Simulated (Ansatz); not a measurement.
# CH4Cl3NZr: ionisation energy by level of theory

How much energy removes an electron from CH4Cl3NZr at fixed geometry? The cation is run at each level and the neutral's energy taken from earlier runs.

The runs use Ansatz 0.2.0, Gaussian basis; unrestricted cation, the program's frozen cores in correlated methods.

Plan: UKS PBE-D4/def2-TZVPP; UKS r2SCAN-D4/def2-TZVPP; UKS PBE0-D4/def2-TZVPP; UKS B3LYP-D4/def2-TZVPP; UKS wB97X-V/def2-TZVPP; UKS wB97M-V/def2-TZVPP; UKS B2PLYP/def2-TZVPP; UHF-CCSD(T)/def2-TZVPP; UHF-MP2/def2-QZVPP; extrapolation to the limit; then −ε(HOMO) from the neutral's earlier runs with LDA (SPW92), PBE-D4, revPBE-D4, BLYP-D4, r2SCAN-D4, B97M-V, PBE0-D4, B3LYP-D4, r2SCANh-D4, r2SCAN0-D4, HSE06-D4, BHLYP-D4, CAM-B3LYP-D4, LC-ωPBE, ωB97X-V, ωB97M-V.

## (1) Structure used throughout

An earlier PBE0-D4/def2-TZVP relaxation fixed the geometry. Zr takes the def2 core potential; no spin-orbit term is included.

SMILES `C[NH][Zr]([Cl])([Cl])[Cl]`, 10 atoms, charge 0, spin multiplicity 1.

Atoms are counted from 1 here; the program's logs count them from 0.

Bond lengths: C1–N2 1.451 Å, C1–H7 1.095 Å, C1–H8 1.094 Å, C1–H9 1.095 Å, N2–Zr3 1.982 Å, N2–H10 1.013 Å, Zr3–Cl4 2.347 Å, Zr3–Cl5 2.338 Å, Zr3–Cl6 2.347 Å. Angles: N2–C1–H7 111.6°, N2–C1–H8 110.2°, N2–C1–H9 111.6°, H7–C1–H8 107.2°, H7–C1–H9 108.9°, H8–C1–H9 107.2°, C1–N2–Zr3 124.4°, C1–N2–H10 112.7°, Zr3–N2–H10 122.9°, N2–Zr3–Cl4 106.7°, N2–Zr3–Cl5 107.0°, N2–Zr3–Cl6 106.7°, Cl4–Zr3–Cl5 113.7°, Cl4–Zr3–Cl6 108.5°, Cl5–Zr3–Cl6 113.7°.

## (2) Cation, UKS PBE-D4/def2-TZVPP

in.yaml

```yaml
crystal:
  periodic: [false, false, false]
  atoms:
    - {symbol: C, position_ang: [0.139225, -1.240743, 0.890150]}
    - {symbol: N, position_ang: [0.715363, -0.219269, 0.035040]}
    - {symbol: Zr, position_ang: [-0.322698, 1.221988, -0.843739]}
    - {symbol: Cl, position_ang: [-1.947023, 0.171203, -2.172656]}
    - {symbol: Cl, position_ang: [1.197203, 2.512597, -2.064483]}
    - {symbol: Cl, position_ang: [-1.409867, 2.409651, 0.863930]}
    - {symbol: H, position_ang: [0.300035, -2.244372, 0.484187]}
    - {symbol: H, position_ang: [-0.941809, -1.095823, 0.974914]}
    - {symbol: H, position_ang: [0.551506, -1.198285, 1.903152]}
    - {symbol: H, position_ang: [1.718046, -0.316957, -0.070484]}
basis:
  gaussian: {orbitals: def2-TZVPP}
total_charge: 1
magnetization: {spin_polarized: true, initial_magnetization: 1}
hamiltonian: {xc: pbe, dispersion: d4}
```

After this run come: Cation, UKS r2SCAN-D4/def2-TZVPP; Cation, UKS PBE0-D4/def2-TZVPP; Cation, UKS B3LYP-D4/def2-TZVPP; Cation, UKS wB97X-V/def2-TZVPP; Cation, UKS wB97M-V/def2-TZVPP; Cation, UKS B2PLYP (frozen core)/def2-TZVPP; Cation, UHF-CCSD(T)/def2-TZVPP; Cation, UHF-MP2/def2-QZVPP.

**Question.** What will the summary of the whole plan be? Wanted: ionisation energy, CCSD(T)/CBS; nearest functional by difference; nearest −ε(HOMO); −ε(HOMO) of PBE; T1 of the cation.

**Answer**, as computed:

```
                        quantity               value
  ionisation energy, CCSD(T)/CBS             9.88 eV
nearest functional by difference  ωB97X-V (-0.14 eV)
                nearest −ε(HOMO)  ωB97M-V (+0.19 eV)
                 −ε(HOMO) of PBE             6.49 eV
                T1 of the cation               0.022
```

**Reading.** By cation minus neutral, the functionals miss by 0.59 eV at most. The PBE orbital energy is 3.4 eV too small: a semilocal HOMO is no ionisation energy. Among orbital estimates ωB97M-V comes nearest. Hartree-Fock falls 1.35 eV short, as the neutral has more correlation energy than the cation. Correlated methods include outer-core shells of Zr, which these sets cover unevenly.
